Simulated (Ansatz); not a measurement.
This script for a ladder of methods at one geometry of GeH₅Sb, SMILES [GeH3][SbH2] with Ansatz 0.2.0, Python API holds a mistake.

`geh5sb_methods.py`:
```python
'''GeH5Sb at several levels of theory.'''

from pathlib import Path

import ansatz as az
import numpy as np


def main() -> None:
    system = (
        az.Crystal.molecule()
        .atom('Ge', [-0.4921, -0.64, -0.5493])
        .atom('Sb', [0.6867, 1.5581, 0.203])
        .atom('H', [-0.3816, -1.7008, 0.4927])
        .atom('H', [-1.9778, -0.284, -0.7332])
        .atom('H', [0.0491, -1.0801, -1.9312])
        .atom('H', [0.0242, 1.4358, 1.8261])
        .atom('H', [2.1527, 0.643, 0.646])
    )

    model = (
        system.calculation()
        .basis(gaussian='def2-SVP')
        .spin('collinear', total=1)
    )

    print('functional    E (Ha)        dipole (D)   HOMO (eV)  LUMO (eV)')
    for name in ['hf', 'hse06', 'pbe', 'r2scan', 'blyp', 'cam_b3lyp']:
        rep = model.functional(name).forces().orbitals().run(threads=1, pin='off', runs_dir='runs').report
        lines = Path(rep['orbitals_path']).read_text().splitlines()
        field_of = lambda key: [line.split('=')[1].strip() for line in lines if line.startswith(key)]
        orbitals = [(27.211386 * float(e), s, float(n)) for e, s, n in zip(field_of('Ene='), field_of('Spin='), field_of('Occup='))]
        homo = max(e for e, _, n in orbitals if n > 0.5)
        lumo = min(e for e, _, n in orbitals if n < 0.5)
        dipole = 4.803205 * np.linalg.norm(rep['charge_distribution']['dipole_moment_e_ang'])
        print(f'{name:10s} {rep["free_energy_ev"] / 27.211386246:14.6f} {dipole:9.3f} {homo:11.3f} {lumo:10.3f}')


if __name__ == '__main__':
    main()
```

```console
$ python geh5sb_methods.py
functional    E (Ha)        dipole (D)   HOMO (eV)  LUMO (eV)
Traceback (most recent call last):
  File "geh5sb_methods.py", line 40, in <module>
    main()
    ~~~~^^
  File "geh5sb_methods.py", line 29, in main
    rep = model.functional(name).forces().orbitals().run(threads=1, pin='off', runs_dir='runs').report
          ~~~~~~~~~~~~~~~~~~~~~~~~~~~~~~~~~~~~~~~~~~~~~~^^^^^^^^^^^^^^^^^^^^^^^^^^^^^^^^^^^^^^^
  ...
ansatz.GaussianBasisError: a molecule whose nuclei and cores have a total charge of 60 cannot have a net charge of 0 together with 1 unpaired electrons
```
(Library frames cut from the traceback.)

What is wrong, and how is it mended?

The fault: the count of unpaired electrons doesn't fit the count of electrons. The change:

```diff
--- before
+++ after
@@ -20,7 +20,3 @@
 
-    model = (
-        system.calculation()
-        .basis(gaussian='def2-SVP')
-        .spin('collinear', total=1)
-    )
+    model = system.calculation().basis(gaussian='def2-SVP')
```

The mended script runs so:

```console
$ python geh5sb_methods.py
functional    E (Ha)        dipole (D)   HOMO (eV)  LUMO (eV)
hf           -2317.249839     0.322      -9.241      2.675
hse06        -2319.714355     0.164      -6.766     -0.723
pbe          -2319.642180     0.137      -6.170     -1.111
r2scan       -2320.062354     0.160      -6.436     -0.948
blyp         -2319.962055     0.214      -5.999     -1.011
cam_b3lyp    -2320.077295     0.188      -8.290      0.645
```

Notes:
- Total energies depend on the basis set; only differences at equal settings carry meaning.
- The geometry is a force-field or estimated start, not a minimum of this method, and the basis set is short of its limit. A lower total doesn't mark the better method: functionals have no common bound, and MP2 and coupled cluster aren't variational.
- def2 sets replace the cores of elements past krypton by effective core potentials.
- Levels such as HOMO and LUMO are orbital energies: with these approximate functionals they aren't the ionisation energy and electron affinity, and their gap isn't the fundamental gap.
- hse06 follows the composition of plane-wave codes, whose totals differ by tens of mHa, up to about 0.1 Ha, from the form usual in Gaussian-basis programs (wpbeh).
- The whole script took 11 s on 1 thread of Intel(R) Xeon(R) 6975P-C (Granite Rapids), on a shared host, peak memory 0.27 GiB.

(Lines on the test bed's own set-up are left out of the output.)
